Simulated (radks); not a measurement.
**Ti in [Ar] 3d2 4s2: an all-electron calculation**

The task here is to estimate one member of a computed series from the others.

The numbers are computed with radks (a radial shooting solver on a logarithmic mesh, Libxc functionals) version 1 (non-relativistic Kohn-Sham, PBE, spin-polarised, spherical densities, point nucleus; open shells are filled with parallel spins first), except any that are marked as measured or tabulated.

### Starting point

- element: titanium (Z = 22)
- charge: 0
- electrons: 22
- configuration: [Ar] 3d2 4s2

Outer shells as boxes (Hund's rule):

Ti
```
[Ar] core
3d [↑ ][↑ ][  ][  ][  ]
4s [↑↓]
```

Set-up of the first run:

Settings of this run:

```text
Z 22
configuration [Ar] 3d2 4s2 4p0 5s0 4d0 4f0
relativity non-relativistic
functional pbe,pbe
spin polarised
nucleus point
```

Run with:

```sh
python run_ks.py task.json out
```

This one command runs every case of the session in turn.

One of the session's tables, all rows but one given; the rest of the session is left out.

It belongs to the step «Shells». Sizes of the orbitals, from the radial functions (bohr):

```
  level      <r>  outermost maximum (interpolated)  90 % within  nodes
1s down  0.07017                            0.0461        0.125      0
  1s up  0.07017                            0.0461        0.125      0
  2s up   0.3277                             0.271        0.509      1
2s down   0.3275                             0.271        0.508      1
  2p up   0.2910                             0.221        0.478      0
2p down   0.2907                             0.220        0.478      0
  3s up    1.014                             0.876         1.52      2
3s down        ?                                 ?            ?      ?
  3p up    1.088                             0.904         1.68      1
3p down    1.090                             0.904         1.68      1
  3d up    1.568                             0.977         2.78      0
  4s up    3.484                              2.90         5.25      3
4s down    3.631                              3.02         5.49      3
3d down    1.681                             0.982         3.07      0
  4p up    4.754                              3.75         7.39      2
4p down    5.049                              3.93         7.89      2
```

**Question.** Estimate the row for 3s down.

**Answer.** <r>: 1.015; outermost maximum (interpolated): 0.876; 90 % within: 1.52; nodes: 2. In the column «<r>» it lies between 3s up (1.014) and 3p up (1.088).

To keep in mind: Open shells are spherical and high-spin; term and fine-structure splittings are not resolved.
